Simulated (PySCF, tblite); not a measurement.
# C5H8O4Si: geometry, infrared bands and NMR shifts

Wanted: the infrared bands and NMR shifts of C5H8O4Si (`CC(=O)O[SiH2]OC(C)=C=O`), by calculation.

Computed with tblite 0.8.0 and PySCF 2.14.0, with density-fitted response routines of our own, on a single molecule in the gas phase. Atoms count from 0, in the outputs and in this text.

### 1 Starting geometry

18 atoms, charge 0, multiplicity 1; geometry from: force field or distance geometry start.

Bonds of the start (Å): C0–C1 1.49, C1–O2 1.27, C1–O3 1.36, O3–Si4 1.72, Si4–O5 1.77, O5–C6 1.39, C6–C7 1.49, C6–C8 1.30, C8–O9 1.23, C0–H10 1.13, C0–H11 1.09, C0–H12 1.10, Si4–H13 1.44, Si4–H14 1.48, C7–H15 1.12, C7–H16 1.11, C7–H17 1.10.

### 2 Optimising the geometry with GFN2-xTB

The job: settings as JSON, then the geometry in Å.

```
{"job": {"kind": "relax", "xc": "GFN2-xTB", "basis": "xTB"}, "charge": 0, "multiplicity": 1}
C      3.813800     0.657000    -0.558400
C      2.700600    -0.299100    -0.275100
O      2.912200    -1.535400    -0.070200
O      1.429300     0.174100    -0.211800
Si    -0.001600    -0.713000     0.118700
O     -1.116900    -0.464800    -1.228800
C     -2.262600     0.240900    -0.887100
C     -3.400800    -0.579100    -0.381600
C     -2.316900     1.532200    -0.995100
O     -2.377600     2.758600    -1.117300
H      3.476500     1.646000    -0.130200
H      4.747700     0.411400    -0.054700
H      3.920300     0.837200    -1.634800
H      0.131000    -2.135000     0.303700
H     -0.574500    -0.153400     1.364800
H     -3.809200    -0.149800     0.565800
H     -3.095600    -1.628600    -0.192600
H     -4.184600    -0.592700    -1.156500
```

The run is started by

```
OMP_NUM_THREADS=1 python probes_run.py task.json out
```

This one command runs all jobs of the session in turn.

**Question.** This job is followed by: GFN2-xTB harmonic vibrations, gas phase; GIAO PBE0/pcSseg-1 NMR shielding, non-relativistic, gas phase. Predict these results of the whole session: strongest single infrared mode (GFN2-xTB); zero-point energy (GFN2-xTB); ¹³C shifts against TMS (PBE0/pcSseg-1); ¹H shifts against TMS (PBE0/pcSseg-1, means over atoms taken as alike); ¹⁷O shifts against H2O (PBE0/pcSseg-1); ²⁹Si shifts against TMS (PBE0/pcSseg-1).

**Answer**, as computed:

| quantity | value |
| --- | --- |
| strongest single infrared mode (GFN2-xTB) | 1226 cm⁻¹, 961 km/mol |
| zero-point energy (GFN2-xTB) | 77.0 kcal/mol |
| ¹³C shifts against TMS (PBE0/pcSseg-1) | 252.7, 176.7, 85.9, 24.3, 16.7 ppm |
| ¹H shifts against TMS (PBE0/pcSseg-1, means over atoms taken as alike) | 5.40, 2.37, 2.14 ppm |
| ¹⁷O shifts against H2O (PBE0/pcSseg-1) | 546.8, 472.1, 212.2, -2.6 ppm |
| ²⁹Si shifts against TMS (PBE0/pcSseg-1) | -31.6 ppm |

Relaxing lowered the energy by 1.205 eV in 125 steps; the close pair that moved most is Si4–O5, from 1.767 to 1.613 Å. No mode is imaginary among the 48: a minimum at this level. The strongest single mode, at 1226 cm⁻¹, has its largest shares on C1, C6 and O3 (the list is cut at 3 atoms). GFN2-xTB is a fitted tight-binding method: band positions and strengths are rough. Its intensities can rank the bands wrongly. At PBE0/pcSseg-1: The largest span, 818 ppm, is at O9, where the paramagnetic term is -613 ppm.
